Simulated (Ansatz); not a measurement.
**BClH4O2Si: basis-set convergence**

One table from this session's results is given with a row withheld; the runs are named, their logs left out.

Computed with Ansatz 0.2.0, Gaussian basis. Level: one geometry, several basis sets.

The runs, in order: PBE0-D4/def2-SVP; ωB97M-V/def2-SVP; PBE0-D4/def2-QZVPP; ωB97M-V/def2-QZVPP; the functionals' def2-TZVPP values are taken from earlier runs.

## The relaxed structure

The geometry comes from an earlier relaxation with PBE0-D4 in a triple-zeta def2 set; it is a stationary point, not always the lowest conformer.

SMILES `OB(Cl)O[SiH3]`, 9 atoms, charge 0, spin multiplicity 1.

Atoms are counted from 1 here; the program's logs count them from 0.

Bond lengths: O1–B2 1.356 Å, O1–H6 0.960 Å, B2–Cl3 1.775 Å, B2–O4 1.343 Å, O4–Si5 1.659 Å, Si5–H7 1.480 Å, Si5–H8 1.483 Å, Si5–H9 1.483 Å. Angles: B2–O1–H6 113.7°, O1–B2–Cl3 120.2°, O1–B2–O4 120.7°, Cl3–B2–O4 119.1°, B2–O4–Si5 131.7°, O4–Si5–H7 106.2°, O4–Si5–H8 110.0°, O4–Si5–H9 110.0°, H7–Si5–H8 110.2°, H7–Si5–H9 110.3°, H8–Si5–H9 110.1°.

Set-up of the first run:

in.yaml

```yaml
crystal:
  periodic: [false, false, false]
  atoms:
    - {symbol: O, position_ang: [-1.488844, 0.491114, 0.723104]}
    - {symbol: B, position_ang: [-0.230047, 0.993200, 0.686034]}
    - {symbol: Cl, position_ang: [0.150735, 2.510624, 1.524862]}
    - {symbol: O, position_ang: [0.744522, 0.354718, 0.017872]}
    - {symbol: Si, position_ang: [0.741010, -1.054418, -0.858048]}
    - {symbol: H, position_ang: [-2.103899, 1.027573, 1.228082]}
    - {symbol: H, position_ang: [2.126179, -1.242952, -1.344074]}
    - {symbol: H, position_ang: [-0.193316, -0.936441, -2.003719]}
    - {symbol: H, position_ang: [0.342160, -2.189717, 0.008788]}
basis:
  gaussian: {orbitals: def2-SVP}
hamiltonian: {xc: pbe0, dispersion: d4}
output: {orbitals: {seedname: orbitals}}
```

Command:

```
ansatz run in.yaml --threads 4 --pin off --events-out ev --progress --plain --max-ram 10444MiB
```

Steps of the session up to this table: PBE0-D4 in def2-SVP; ωB97M-V in def2-SVP; PBE0-D4 in def2-QZVPP; ωB97M-V in def2-QZVPP.

One of the session's tables, all rows but one given; the rest of the session is left out.

It belongs to the step «Density functionals: the series». 

| functional | basis | HOMO (eV) | LUMO (eV) |
| --- | --- | --- | --- |
| PBE0-D4 | def2-SVP | -8.88 | 0.63 |
| PBE0-D4 | def2-TZVPP | -9.10 | 0.02 |
| PBE0-D4 | def2-QZVPP | -9.14 | -0.15 |
| ωB97M-V | def2-SVP | -11.16 | 2.52 |
| ωB97M-V | def2-TZVPP | -11.43 | 1.60 |
| ωB97M-V | def2-QZVPP | ? | ? |

**Question.** Estimate the row for ωB97M-V, def2-QZVPP.

The run gave: HOMO (eV): -11.47; LUMO (eV): 1.21. In the column «HOMO (eV)» it is the lowest.
